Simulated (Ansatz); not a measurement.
# Na3TeH: the cost of one run

Method: DFT r2SCAN, scalar-relativistic, plane waves, PAW, in Ansatz 0.2.0.

1 further run of the same task is left out (it didn't finish).

## 1. The structure to begin with

It takes space group Pm-3m (No. 221, cubic). Conventional cell: a = 4.760 Å, b = 4.760 Å, c = 4.760 Å, α = 90.00°, β = 90.00°, γ = 90.00°. Na (site symmetry 4/mmm) is surrounded by 2 H at 2.38 Å and 8 Na at 3.37 Å and 4 Te at 3.37 Å. Te (site symmetry m-3m) is surrounded by 12 Na at 3.37 Å. Around H (site symmetry m-3m) lie 6 Na at 2.38 Å.

Coordinates:

```xyz
5
Lattice="4.7600 0.0000 0.0000 0.0000 4.7600 0.0000 0.0000 0.0000 4.7600" Properties=species:S:1:pos:R:3 pbc="T T T"
Na    2.3800    0.0000    0.0000
Na    0.0000    2.3800    0.0000
Na    0.0000    0.0000    2.3800
Te    2.3800    2.3800    2.3800
H     0.0000    0.0000    0.0000
```

The cell was relaxed beforehand at this level, from a generated guess; it needn't be the stable form of this composition. At a tolerance of 0.02 Å it has space group Pm-3m (No. 221); it has 21.57 Å³/atom, an uncorrected energy of -0.64 eV/atom over the elements and, on its mesh, gap 2.63 eV.

## 2. The same geometry with r2SCAN

input.yaml reads:

```yaml
crystal:
  lattice:
    - [4.7600275683, 0.0, 0.0]
    - [0.0, 4.7600275683, 0.0]
    - [0.0, 0.0, 4.7600275683]
  atoms:
    - { symbol: Na, position: [0.5, 0.0, 0.0] }
    - { symbol: Na, position: [0.0, 0.5, 0.0] }
    - { symbol: Na, position: [0.0, 0.0, 0.5] }
    - { symbol: Te, position: [0.5, 0.5, 0.5] }
    - { symbol: H, position: [0.0, 0.0, 0.0] }
basis:
  ecutwfc: 500
kpoints:
  mp_grid: { grid: [6, 6, 6] }
  band_path:
    path:
      - [[0.0, 0.0, 0.0], [0.0, 0.5, 0.0], [0.5, 0.5, 0.0], [0.0, 0.0, 0.0], [0.5, 0.5, 0.5], [0.0, 0.5, 0.0]]
      - [[0.5, 0.5, 0.5], [0.5, 0.5, 0.0]]
    npoints: 14
hamiltonian:
  xc: r2scan
scf:
  occupations: { method: gaussian, width: 0.02 }
  n_extra_bands: 12
output:
  forces: true
  stress: true
  eigenvalues: true
  populations: true
  dos: { projected: true, de: 0.02, nscf_kmesh: { grid: [9, 9, 9] } }
  bader: true
  write_density: true
  write_potential: true
  elf: true
  volumetric_format: npy
```

Command:

```console
$ ansatz run input.yaml --threads 1 --pin off --max-ram 2048MiB --backend cpu --events-out ev --progress --plain --runs-dir out
```

What time and memory should one allow on 1 thread of Intel Xeon Platinum 8259CL at 2.50GHz (Skylake/Cascade Lake), shared host?

About 73 s, with a peak of 0.66 GiB.
